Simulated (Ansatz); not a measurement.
# NbRu: the cost of one run

Program: Ansatz 0.2.0. Level of theory: DFT PBEsol, with the methods named in each step. These are calculated values, not measurements.

## 1. Starting point

Symmetry: Pm-3m, No. 221, cubic system. The conventional cell has a = 3.186 Å, b = 3.186 Å, c = 3.186 Å, α = 90.00°, β = 90.00°, γ = 90.00°. Around Nb (site symmetry m-3m) lie 8 Ru at 2.76 Å. Ru (site symmetry m-3m) is surrounded by 8 Nb at 2.76 Å.

Coordinates:

```
Nb Ru
1.0
     3.18649    0.00000    0.00000
     0.00000    3.18649    0.00000
     0.00000    0.00000    3.18649
Nb Ru
1 1
Direct
  0.00000 0.00000 0.00000
  0.50000 0.50000 0.50000
```

Whether this phase is the stable one at these pressures isn't tested.

Atoms are numbered in the order of the input: Nb1, Ru2.

## 2. The reference volume, LAPW

input.yaml

```yaml
crystal:
  lattice:
    - [3.186488, 0.0, 0.0]
    - [0.0, 3.186488, 0.0]
    - [0.0, 0.0, 3.186488]
  atoms:
    - { symbol: Nb, position: [0.0, 0.0, 0.0] }
    - { symbol: Ru, position: [0.5, 0.5, 0.5] }
kpoints:
  mp_grid: { grid: [11, 11, 11] }
  band_path:
    path:
      - [0.0, 0.0, 0.0]
      - [0.0, 0.5, 0.0]
      - [0.5, 0.5, 0.0]
      - [0.0, 0.0, 0.0]
      - [0.5, 0.5, 0.5]
      - [0.0, 0.5, 0.0]
      - [0.5, 0.5, 0.5]
      - [0.5, 0.5, 0.0]
    npoints: 14
scf:
  occupations: { method: fermi_dirac, width: 0.05 }
hamiltonian:
  xc: pbesol
  pseudopotentials: { kind: all_electron, lapw: { basis_error: 0.001 } }
output:
  forces: true
  stress: true
  eigenvalues: true
  populations: true
```

Run with:

```
ansatz run input.yaml --threads 1 --pin off --max-ram 2048MiB --backend cpu --events-out ev --progress --plain --runs-dir out
```

What time and memory should one allow on 1 thread of AMD EPYC 9R14 (Zen 4), shared host?

About 15 s, with a peak of 0.44 GiB.
